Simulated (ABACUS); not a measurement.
Runs of ABACUS 3.10.1 on NiMoIrPdW. It takes space group P3m1 (No. 156, trigonal). The conventional cell has a = 2.761 Å, b = 2.761 Å, c = 11.341 Å, α = 90.00°, β = 90.00°, γ = 120.00°. Ni (site symmetry 3m) has 3 W at 2.59 Å and 3 Pd at 2.68 Å and 6 Ni at 2.76 Å as nearest neighbours. Mo (site symmetry 3m) is surrounded by 3 Ir at 2.66 Å and 1 W at 2.66 Å and 6 Mo at 2.76 Å. Around Pd (site symmetry 3m) lie 3 Ni at 2.68 Å and 6 Pd at 2.76 Å and 3 Ir at 2.84 Å. Ir (site symmetry 3m) has 3 Mo at 2.66 Å and 6 Ir at 2.76 Å and 3 Pd at 2.84 Å as nearest neighbours. W (site symmetry 3m) is surrounded by 3 Ni at 2.59 Å and 1 Mo at 2.66 Å and 6 W at 2.76 Å. The cell was built by a generator and needn't be a form met in nature.

```csv
task,level,potentials or basis,k mesh,cutoff (eV),SCF threshold on the density,eigensolver,symmetry key,threshold of the eigensolver,path,mesh quality,gap on the mesh (eV),pressure (GPa),moment (μB),V0 of scaled cells (Å³/atom),B0 (GPa),largest force (eV/Å)
single point,PBE,"PseudoDojo NC SR 0.4.1 PBE standard, DZP LCAO (the cutoffs set its grid)",11 × 11 × 3,1361,1e-07,genelpa,1,-,-,not flagged,none,0.4,0.00,-,-,0.33
equation of state,PBE,"PseudoDojo NC SR 0.4.1 PBE standard, plane waves",7 × 7 × 2,1333,1e-08,dav,1,-,-,coarse,-,-,-,14.96,(c),-
single point,PBE,"PseudoDojo NC SR 0.4.1 PBE standard, plane waves",7 × 7 × 2,1333,1e-08,dav,1,-,-,coarse,none,-0.2,0.13,-,-,(b)
single point,BLYP+D3(BJ),"PseudoDojo NC SR 0.4.1 PBE standard, DZP LCAO (the cutoffs set its grid)",11 × 11 × 3,1361,1e-07,genelpa,1,-,-,not flagged,none,-4.1,0.00,-,-,0.55
equation of state,PBE,"PseudoDojo NC SR 0.5 PBE stringent, DZP LCAO (the cutoffs set its grid)",8 × 8 × 2,1429,1e-07,genelpa,1,-,-,not flagged,-,-,-,(a),237,-
single point,BLYP+D3,"PseudoDojo NC SR 0.4.1 PBE standard, DZP LCAO (the cutoffs set its grid)",11 × 11 × 3,1361,1e-07,genelpa,1,-,-,not flagged,none,-2.7,0.00,-,-,0.46
```

Alike in all rows: spin collinear, ferromagnetic start; cell as given; smearing fermi-dirac 0.05 eV.

Question: Estimate the missing entries.

Answer: (a) 15.01; (b) 0.31; (c) 235.

Caveats: some runs use coarse meshes; this set's palladium file may shift the pressure by some GPa; the atomic orbitals were generated for these runs and aren't a published set (some runs); the basis of atomic orbitals isn't converged, which shifts pressures, moduli and gaps (some runs); the cell was scaled at fixed shape and fractional positions, which overstates the stiffness of a crystal with free parameters, most of all of layers and chains (some runs); the potentials were made for another functional, which shifts forces and pressure (some runs); pairwise dispersion overbinds metals, which lowers pressure and volume (some runs).

A k mesh can miss the band edges, and the runs leave out spin-orbit coupling on Ir, Mo, Pd, W.

A gap of «none» marks a metal or a gap under the smearing width.

Not every run made on this cell is shown here.
